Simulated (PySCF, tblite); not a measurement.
# C8H9O radical: geometry, infrared bands and EPR parameters

Aim: predict the infrared bands and EPR parameters of C8H9O radical (`O=C1[C]=C[C@H](C2CC2)C1`).

The runs use tblite 0.8.0 and PySCF 2.14.0, with density-fitted response routines of our own; the level of theory stands in each step. All values are computed, except where a source is named. Atoms are numbered from 0 throughout.

## 1. Starting geometry

18 atoms, charge 0, multiplicity 2; geometry from: force field or distance geometry start.

Bonds of the start (Å): O0–C1 1.22, C1–C2 1.43, C2–C3 1.30, C3–C4 1.51, C4–C5 1.51, C5–C6 1.50, C6–C7 1.51, C4–C8 1.57, C8–C1 1.51, C7–C5 1.50, C3–H9 1.09, C4–H10 1.09, C5–H11 1.08, C6–H12 1.10, C6–H13 1.08, C7–H14 1.09, C7–H15 1.09, C8–H16 1.10, C8–H17 1.09.

## 2. Optimising the geometry with GFN2-xTB

Job settings and geometry (Å):

```
{"job": {"kind": "relax", "xc": "GFN2-xTB", "basis": "xTB"}, "charge": 0, "multiplicity": 2}
O      3.811700     0.301600    -0.444300
C      2.668100    -0.042300    -0.175600
C      2.236900    -1.404300    -0.118700
C      0.986300    -1.570000     0.182900
C      0.316700    -0.240400     0.435800
C     -0.844500     0.027100    -0.498100
C     -2.225100    -0.434800    -0.132900
C     -1.892900     1.034600    -0.110200
C      1.476200     0.798100     0.209100
H      0.493500    -2.537100     0.296500
H     -0.014200    -0.188600     1.472700
H     -0.562700    -0.029800    -1.541700
H     -2.384000    -0.931200     0.833500
H     -2.859000    -0.808800    -0.927500
H     -2.320800     1.658600    -0.897800
H     -1.836900     1.524900     0.860900
H      1.255600     1.514700    -0.592500
H      1.686300     1.333900     1.136300
```

On the command line:

```sh
> OMP_NUM_THREADS=1 python probes_run.py task.json out
```

This one command runs all jobs of the session in turn.

**Question.** This job is followed by: GFN2-xTB harmonic vibrations, gas phase; UKS B3LYP, pcH-1 on C H O, non-relativistic, mean-field spin-orbit, GIAO. Predict these results of the whole session: strongest single infrared mode (GFN2-xTB); zero-point energy (GFN2-xTB); g(iso) (B3LYP); ⟨S²⟩; largest a(iso); potential on the surface of density 0.002 e/bohr³, 1st and 99th percentile.

**Answer**, as computed:

| quantity | value |
| --- | --- |
| strongest single infrared mode (GFN2-xTB) | 1792 cm⁻¹, 601 km/mol |
| zero-point energy (GFN2-xTB) | 90.7 kcal/mol |
| g(iso) (B3LYP) | 2.00226 |
| ⟨S²⟩ | 0.758 (exact 0.75) |
| largest a(iso) | 13C on C2, 384.0 MHz |
| potential on the surface of density 0.002 e/bohr³, 1st and 99th percentile | -1.80 V and 1.18 V |

What this shows: Relaxing lowered the energy by 0.175 eV in 36 steps; the close pair that moved most is C1–C8, from 1.508 to 1.543 Å. No mode is imaginary among the 48: a minimum at this level. The strongest single mode, at 1792 cm⁻¹, moves mainly C1 and O0. Unscaled tight-binding wavenumbers are off by several per cent, some by more. Its intensities can rank the bands wrongly. Most of the unpaired spin sits on C2 (0.96 e). The isotropic g lies 0.1 ppt below the free-electron value. These values are for one conformer; the search (at its own cheap level) found 1 more, at 1.46 kcal/mol, and measured spectra average over such forms.
